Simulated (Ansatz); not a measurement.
# Tb3Au: the cost of one run

Computed with Ansatz 0.2.0 (DFT PBE, scalar-relativistic, plane waves, PAW; 4f electrons in the core of a trivalent norm-conserving potential, unless a step's input says otherwise).

## (1) The structure to begin with

It takes space group P6/mmm (No. 191, hexagonal). The conventional cell has a = 4.945 Å, b = 4.945 Å, c = 4.482 Å, α = 90.00°, β = 90.00°, γ = 120.00°. Tb (site symmetry -6m2) is surrounded by 3 Au at 2.85 Å and 3 Tb at 2.85 Å. Tb (site symmetry 6/mmm) has 2 Au at 2.24 Å in its first shell of neighbours. Around Au (site symmetry 6/mmm) lie 8 Tb at 2.24 to 2.85 Å.

Structure file:

```xyz
4
Lattice="4.9447 0.0000 0.0000 -2.4723 4.2822 0.0000 0.0000 0.0000 4.4816" Properties=species:S:1:pos:R:3 pbc="T T T"
Tb    0.0000    2.8548    0.0000
Tb    2.4723    1.4274    0.0000
Tb    0.0000    0.0000    2.2408
Au    0.0000    0.0000    0.0000
```

A structure generator made this guess: random cell by space group and Wyckoff sites (P6/mmm, No. 191). Lengths come from tabulated atomic sizes and are only a guess.

## (2) The guess as it stands, on a coarse mesh

File input.yaml:

```yaml
crystal:
  lattice:
    - [4.94467645, 0.0, 0.0]
    - [-2.47233822, 4.28221542, 0.0]
    - [0.0, 0.0, 4.48155497]
  atoms:
    - { symbol: Tb, position: [0.33333333, 0.66666667, 0.0] }
    - { symbol: Tb, position: [0.66666667, 0.33333333, 0.0] }
    - { symbol: Tb, position: [0.0, 0.0, 0.5] }
    - { symbol: Au, position: [0.0, 0.0, 0.0] }
basis:
  ecutwfc: 690
kpoints:
  mp_grid: { grid: [6, 6, 4] }
hamiltonian:
  xc: pbe
  pseudopotentials:
    kind: paw
    azcp: { Tb: "pseudopotentials/pbe/nc/lanthanide_3plus/Tb.nc.azcp" }
scf:
  occupations: { method: gaussian, width: 0.1 }
  lower_state_search: "off"
output:
  forces: true
  stress: true
  eigenvalues: true
```

Run with:

```bash
> ansatz run input.yaml --threads 1 --pin off --max-ram 2560MiB --backend cpu --events-out ev --progress --plain --runs-dir out
```

What time and memory should one allow on 1 thread of Arm Neoverse V1, shared host?

About 7.6 s, with a peak of 0.41 GiB.
